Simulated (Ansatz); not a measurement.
AlNi, space group Cmmm, a test of the smearing width

Computed with Ansatz 0.2.0, Python API.

Notebook, run cell by cell (the value of a cell's last expression is shown):

```python
import warnings

import ansatz
import numpy as np
```

```python
config = {
    "xc": "r2SCAN",
    "cutoff_ev": 650,
    "k_density": 4.5,
}

warnings.simplefilter("ignore", ansatz.DeckWarning)

vectors = np.array([
    [1.938694, -1.95319, 0.0],
    [1.938694, 1.95319, 0.0],
    [0.0, 0.0, 3.09943],
])
xtal = (
    ansatz.Lattice.of(vectors)
    .atom("Al", (0.0, 0.0, 0.0))
    .atom("Ni", (0.5, 0.5, 0.5))
    .moments(Ni=1.0)
)
```

```python
base = (
    xtal.calculation()
    .functional(config["xc"])
    .basis(config["cutoff_ev"])
    .kpoints(density=config["k_density"])
    .spin("collinear")
    .forces()
    .stress()
)
```

```python
rows = []
for value in [0.5, 0.3, 0.2, 0.1]:
    r = base.occupations("methfessel_paxton", width=value).run().report
    rows.append((value, r["free_energy_ev"] / len(r["lattice"]["sites"]), r["n_iterations"], sum(r["stress_gpa"][i][i] for i in range(3)) / 3, max(abs(f) for row in r["forces_ev_ang"] for f in row), r["magnetization_mub"], r["n_kpoints"]))
```

    RunWarning: the starting moments were not kept: the SCF closed with an absolute magnetisation of 3.5e-5 μB, where they sum to 1 μB in size (1 site). That is at most 0.1 of that sum. Measured as dr2_m measures the in/out step, that magnetisation stands 3.2e-9 eV from none, at or under the dr2_threshold of 1.0e-7 eV: it [...]

```python
print("  width (eV)   F/atom (eV)    iterations       P (GPa)  max component (eV/A)  moment (muB)      k-points")
for row in rows:
    print(f"{str(row[0]):>12s}  {row[1]:12.5f}  {row[2]:12d}  {row[3]:12.3f}  {row[4]:20.4f}  {row[5]:12.3f}  {row[6]:12d}")
```

      width (eV)   F/atom (eV)    iterations       P (GPa)  max component (eV/A)  moment (muB)      k-points
             0.5   -3193.50494            22         0.632                0.0000         0.000           216
             0.3   -3193.50480            22         0.540                0.0000        -0.000           216
             0.2   -3193.50542            23         0.521                0.0000        -0.000           216
             0.1   -3193.50557            25         0.521                0.0000        -0.000           216

```python
# differences from the last row
for row in rows[:-1]:
    shift = 1000 * (row[1] - rows[-1][1])
    print(f"{row[0]}: {shift:+.2f} meV/atom" + ("  (within 2 meV)" if abs(shift) < 2 else ""))
```

    0.5: +0.63 meV/atom  (within 2 meV)
    0.3: +0.77 meV/atom  (within 2 meV)
    0.2: +0.15 meV/atom  (within 2 meV)

Going from 0.1 to 0.5 eV changes F by +0.6 meV an atom. This scheme is built to cancel the term in the square of the width, so the shifts stay small and are partly the mesh's error. The pressure moves from 0.52 to 0.63 GPa.

Notes:
- The SCF didn't keep the moments it started from (some shrank, vanished or turned); what is printed is the state reached.
- The mesh is modest for a metal, so energies can be off by several to tens of meV an atom and pressures by half a GPa or more; differences at equal mesh fare better.
- The overall sign of a collinear moment is arbitrary, and semilocal functionals can give small moments to compounds that are paramagnetic.
- Within a few hundredths of an angstrom the cell has the higher group P4/mmm; the lower one is a small distortion.
- Forces vanish by symmetry here and test nothing.
- The narrowest width needs the finest mesh, so the last row is no converged reference.
- Pressure is positive in compression.
- r2SCAN tends to overestimate the moments of itinerant magnets.
- This cell is a computed structure, which may not be the phase found in nature.
- Warnings are shown shortened and without file and line.
- The script silences the warnings on its input, which a real study should read.
- Hardware and time: 5 min on 1 thread of Arm Neoverse V2, with other jobs on the host, peak memory 0.65 GiB.
